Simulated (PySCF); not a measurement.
# C5H4FS: the cost of one run

Computed with PySCF 2.14.0, with density-fitted response routines of our own, on a single molecule, in the gas phase or a continuum. Atoms count from 0, in the outputs and in this text.

### Step 1. The starting structure

11 atoms, charge 1, multiplicity 1; geometry from: GFN2-xTB. The atoms were then displaced at random by about 0.01 Å, so the start is not that level's minimum.

Bonds of the start (Å): F0–C1 1.29, C1–C2 1.41, C2–C3 1.36, C3–S4 1.67, S4–C5 1.70, C5–C6 1.36, C6–C1 1.41, C2–H7 1.06, C3–H8 1.11, C5–H9 1.09, C6–H10 1.07.

### Step 2. Geometry optimisation at PBE0-D3(BJ)/def2-SVP

The job: settings as JSON, then the geometry in Å.

```
{"job": {"xc": "PBE0", "basis": "def2-SVP", "d3": "d3bj", "grid": 1, "shake": 0.01, "kind": "geom"}, "charge": 1, "multiplicity": 1}
F     -0.077350     2.392890    -0.177850
C     -0.050400     1.107690    -0.087290
C     -1.269780     0.407100     0.007930
C     -1.251900    -0.952350     0.116790
S      0.077420    -1.966210     0.132320
C      1.355820    -0.850490     0.006820
C      1.222990     0.499670    -0.088990
H     -2.156490     0.981900     0.006510
H     -2.230780    -1.471590     0.215910
H      2.340510    -1.307370     0.016160
H      2.078070     1.132930    -0.163980
```

Run with:

```bash
> OMP_NUM_THREADS=1 python probes_run.py task.json out
```

The driver reads the jobs from task.json and runs them one after another.

**Question.** How long does this first job take on 1 thread of Arm Neoverse V1, shared host, and how much memory does it need?

About 38 s, with a peak of 0.52 GiB.
